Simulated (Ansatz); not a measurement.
**C3H9AlO2: up Jacob's ladder to CCSD(T)**

The task here is to estimate one member of a computed series from the others.

Program: Ansatz 0.2.0, Gaussian basis. Level of theory: functionals in def2-TZVPP, the program's frozen cores in correlated methods. These are calculated values, not measurements.

Levels to be run: LDA (SPW92), PBE-D4, revPBE-D4, BLYP-D4, r2SCAN-D4, B97M-V, PBE0-D4, B3LYP-D4, r2SCANh-D4, r2SCAN0-D4, HSE06-D4, BHLYP-D4, CAM-B3LYP-D4, LC-ωPBE, ωB97X-V, ωB97M-V, B2PLYP, PBE-QIDH; CCSD(T)/def2-SVP; CCSD(T)/def2-TZVPP; MP2/def2-QZVPP; extrapolation to the limit; RPA on PBE.

## The geometry

The geometry comes from an earlier relaxation with PBE0-D4 in a triple-zeta def2 set; it is a stationary point, not always the lowest conformer.

SMILES `C[CH](C)[Al]([OH])[OH]`, 15 atoms, charge 0, spin multiplicity 1.

Atoms are counted from 1 here; the program's logs count them from 0.

Bond lengths: C1–C2 1.530 Å, C1–H7 1.094 Å, C1–H8 1.094 Å, C1–H9 1.097 Å, C2–C3 1.531 Å, C2–Al4 1.955 Å, C2–H10 1.097 Å, C3–H11 1.094 Å, C3–H12 1.097 Å, C3–H13 1.094 Å, Al4–O5 1.699 Å, Al4–O6 1.699 Å, O5–H14 0.955 Å, O6–H15 0.954 Å. Angles: C2–C1–H7 111.5°, C2–C1–H8 112.5°, C2–C1–H9 110.9°, H7–C1–H8 107.3°, H7–C1–H9 107.2°, H8–C1–H9 107.2°, C1–C2–C3 110.4°, C1–C2–Al4 112.0°, C1–C2–H10 108.4°, C3–C2–Al4 111.2°, C3–C2–H10 108.1°, Al4–C2–H10 106.5°, C2–C3–H11 111.5°, C2–C3–H12 110.9°, C2–C3–H13 112.5°, H11–C3–H12 106.9°, H11–C3–H13 107.5°, H12–C3–H13 107.2° and more.

As a file:

```tsv
atom	x (Å)	y (Å)	z (Å)
C1	-0.7692	-0.4061	1.5273
C2	-0.0334	-0.6816	0.2150
C3	1.4727	-0.8045	0.4632
Al4	-0.4197	0.6731	-1.1403
O5	-0.9458	0.1942	-2.6827
O6	-0.1925	2.3022	-0.7158
H7	-0.4877	0.5636	1.9483
H8	-1.8563	-0.4055	1.4053
H9	-0.5270	-1.1677	2.2790
H10	-0.3904	-1.6371	-0.1894
H11	1.8963	0.1339	0.8344
H12	1.6828	-1.5713	1.2191
H13	2.0252	-1.0809	-0.4398
H14	-1.1443	0.7827	-3.4078
H15	-0.3325	3.0544	-1.2864
```

The first run:

The input, in.yaml:

```yaml
crystal:
  periodic: [false, false, false]
  atoms:
    - {symbol: C, position_ang: [-0.769179, -0.406138, 1.527328]}
    - {symbol: C, position_ang: [-0.033358, -0.681634, 0.214985]}
    - {symbol: C, position_ang: [1.472746, -0.804487, 0.463174]}
    - {symbol: Al, position_ang: [-0.419675, 0.673111, -1.140312]}
    - {symbol: O, position_ang: [-0.945800, 0.194234, -2.682652]}
    - {symbol: O, position_ang: [-0.192516, 2.302216, -0.715840]}
    - {symbol: H, position_ang: [-0.487682, 0.563627, 1.948254]}
    - {symbol: H, position_ang: [-1.856299, -0.405513, 1.405335]}
    - {symbol: H, position_ang: [-0.527044, -1.167732, 2.278960]}
    - {symbol: H, position_ang: [-0.390438, -1.637054, -0.189369]}
    - {symbol: H, position_ang: [1.896272, 0.133941, 0.834432]}
    - {symbol: H, position_ang: [1.682840, -1.571289, 1.219088]}
    - {symbol: H, position_ang: [2.025168, -1.080902, -0.439835]}
    - {symbol: H, position_ang: [-1.144289, 0.782714, -3.407765]}
    - {symbol: H, position_ang: [-0.332546, 3.054406, -1.286382]}
basis:
  gaussian: {orbitals: def2-TZVPP}
hamiltonian: {xc: lda}
output: {orbitals: {seedname: orbitals}}
```

Launch:

```
> ansatz run in.yaml --threads 2 --pin off --events-out ev --progress --plain --max-ram 32768MiB --backend cuda --devices 0, --max-vram 18GiB
```

Steps of the session up to this table: LDA; PBE-D4 (GGA); revPBE-D4 (GGA); BLYP-D4 (GGA); r2SCAN-D4 (meta-GGA); B97M-V (meta-GGA); PBE0-D4 (hybrid); B3LYP-D4 (hybrid); r2SCANh-D4 (hybrid); r2SCAN0-D4 (hybrid); HSE06-D4 (hybrid); BHLYP-D4 (hybrid); CAM-B3LYP-D4 (range-separated); LC-ωPBE (range-separated); ωB97X-V (range-separated); ωB97M-V (range-separated); B2PLYP (double hybrid); PBE-QIDH (double hybrid).

One of the session's tables, all rows but one given; the rest of the session is left out.

It belongs to the step «Orbital energies across the functionals». 

```
  functional  HOMO (eV)  gap (eV)
 LDA (SPW92)      -6.27      5.09
      PBE-D4      -6.17      5.20
   revPBE-D4      -6.11      5.26
     BLYP-D4      -6.07      5.11
   r2SCAN-D4      -6.35      5.89
      B97M-V      -6.46      5.63
     PBE0-D4      -7.40      7.25
    B3LYP-D4      -7.21      6.73
  r2SCANh-D4      -6.82      6.61
  r2SCAN0-D4      -7.52      7.68
    HSE06-D4          ?         ?
    BHLYP-D4      -8.58      9.07
CAM-B3LYP-D4      -8.77      9.40
     LC-ωPBE     -10.08     12.00
     ωB97X-V      -9.75     11.45
     ωB97M-V      -9.63     10.94
```

**Question.** Estimate the row for HSE06-D4.

**Answer.** HOMO (eV): -6.99; gap (eV): 6.48. In the column «HOMO (eV)» it lies between B3LYP-D4 (-7.21) and r2SCANh-D4 (-6.82).
